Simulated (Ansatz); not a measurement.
# CH8GaN: the cost of one run

Method: PBE0-D4, def2-SVP first, then def2-TZVP; program: Ansatz 0.2.0, Gaussian basis.

152 further runs of the same task are left out: 152 set aside as unsound or not needed.

## (1) Where the work starts

The guess: 11 atoms, charge 0, spin multiplicity 1.

Atoms are counted from 1 here; the program's logs count them from 0.

Bond lengths: Ga1–C2 2.209 Å, Ga1–H3 1.545 Å, Ga1–H4 1.545 Å, Ga1–H5 1.779 Å, Ga1–N6 1.960 Å, C2–H7 1.096 Å, C2–H8 1.096 Å, C2–H9 1.100 Å, N6–H10 1.016 Å, N6–H11 1.016 Å. Angles: C2–Ga1–H3 110.6°, C2–Ga1–H4 111.5°, C2–Ga1–H5 41.7°, C2–Ga1–N6 83.9°, H3–Ga1–H4 118.4°, H3–Ga1–H5 120.6°, H3–Ga1–N6 113.7°, H4–Ga1–H5 120.8°, H4–Ga1–N6 113.5°, H5–Ga1–N6 42.2°, Ga1–C2–H7 119.8°, Ga1–C2–H8 124.3°, Ga1–C2–H9 90.5°, H7–C2–H8 108.0°, H7–C2–H9 104.6°, H8–C2–H9 104.2°, Ga1–N6–H10 125.0°, Ga1–N6–H11 125.1° and more.

Geometry (Å):

```xyz
11

Ga    0.45640   -0.94430    0.44230
C     0.73510    0.92150   -0.70660
H     0.67360   -2.17790   -0.46250
H     1.19260   -0.88980    1.79990
H    -0.52520    0.42930   -0.11860
N    -1.41110   -0.35770    0.54030
H     0.40410    0.97260   -1.75050
H     0.66000    1.92760   -0.27760
H     1.81770    0.73360   -0.76720
H    -1.83840    0.09240    1.34470
H    -2.16500   -0.70730   -0.04420
```

Distances that are to change: Ga1–N6 1.96 Å, C2–H5 1.48 Å, Ga1–C2 2.21 Å, H5–N6 1.36 Å.

## (2) Relaxing the guess with the reacting distances held

Input file hold/in.yaml:

```yaml
crystal:
  periodic: [false, false, false]
  atoms:
    - {symbol: Ga, position_ang: [0.456400, -0.944300, 0.442300]}
    - {symbol: C, position_ang: [0.735100, 0.921500, -0.706600]}
    - {symbol: H, position_ang: [0.673600, -2.177900, -0.462500]}
    - {symbol: H, position_ang: [1.192600, -0.889800, 1.799900]}
    - {symbol: H, position_ang: [-0.525200, 0.429300, -0.118600]}
    - {symbol: N, position_ang: [-1.411100, -0.357700, 0.540300]}
    - {symbol: H, position_ang: [0.404100, 0.972600, -1.750500]}
    - {symbol: H, position_ang: [0.660000, 1.927600, -0.277600]}
    - {symbol: H, position_ang: [1.817700, 0.733600, -0.767200]}
    - {symbol: H, position_ang: [-1.838400, 0.092400, 1.344700]}
    - {symbol: H, position_ang: [-2.165000, -0.707300, -0.044200]}
basis:
  gaussian: {orbitals: def2-SVP}
hamiltonian: {xc: pbe0, dispersion: d4}
relax: {f_tol: 0.04, max_steps: 150, escape_saddle: false, constraints: [{distance: [0, 5]}, {distance: [1, 4]}, {distance: [0, 1]}, {distance: [4, 5]}]}
```

Launch:

```bash
> ansatz run in.yaml --threads 4 --pin off --events-out ev --progress --plain --max-ram 9574MiB
```

What time and memory should one allow on 4 threads of AMD EPYC, shared host?

About 22 s, with a peak of 0.23 GiB.
